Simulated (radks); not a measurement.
# N⁻ held by a Watson sphere

An exercise on one series of results from a longer session: the logs are not shown, and one member is left open.

Method: scalar-relativistic Kohn-Sham, r2SCAN, spin-polarised, spherical densities, finite nucleus; open shells are filled with parallel spins first. Code: radks (a radial shooting solver on a logarithmic mesh, Libxc functionals) version 1.

## The system

- element: nitrogen (Z = 7)
- charge: -1
- electrons: 8
- configuration: [He] 2s2 2p4
- nuclear rms radius: 2.5582 fm

The outer shells:

N⁻
```
[He] core
2s [↑↓]
2p [↑↓][↑ ][↑ ]
```

Set-up of the first run:

The run's settings:

```text
Z 7
configuration [He] 2s2 2p4
relativity scalar-relativistic
functional r2scan,r2scan
spin polarised
nucleus finite rms 2.5582 fm
c 137.035999084
watson charge 1.06 radius 1.88 bohr
```

Among the steps run: R = 1.88 bohr; R = 2.15 bohr; R = 2.2 bohr; R = 2.26 bohr; R = 2.81 bohr; R = 3.1 bohr; R = 3.76 bohr.

One of the session's tables, all rows but one given; the rest of the session is left out.

| R (bohr) | highest level (eV) | its <r> (bohr) | sum of <r²> (bohr²) |
| --- | --- | --- | --- |
| 1.88 | -5.990 | 1.683 | 17.22 |
| 2.15 | ? | ? | ? |
| 2.2 | -5.348 | 1.760 | 18.31 |
| 2.26 | -5.230 | 1.775 | 18.51 |
| 2.81 | -4.229 | 1.906 | 20.14 |
| 3.1 | -3.765 | 1.978 | 20.93 |
| 3.76 | -2.875 | 2.156 | 22.66 |

Estimate the missing values for R (bohr) = 2.15.

Worked estimate for «highest level (eV)». A straight line through the neighbours (1.88, -5.990) and (2.2, -5.348) gives -5.990 + (-5.348 + 5.990) × (2.15 − 1.88) / (2.2 − 1.88) = -5.448; a parabola fitted to 3 rows on both sides gives -5.447.

As computed: highest level (eV): -5.446; its <r> (bohr): 1.748; sum of <r²> (bohr²): 18.15. In «highest level (eV)» the line misses by -0.002 and the parabola by -0.001.

In words: From R = 1.88 to 3.76 bohr the top level moves from -5.990 to -2.875 eV and its mean radius from 1.68 to 2.16 bohr. A wider sphere makes a shallower well, so the ion swells.
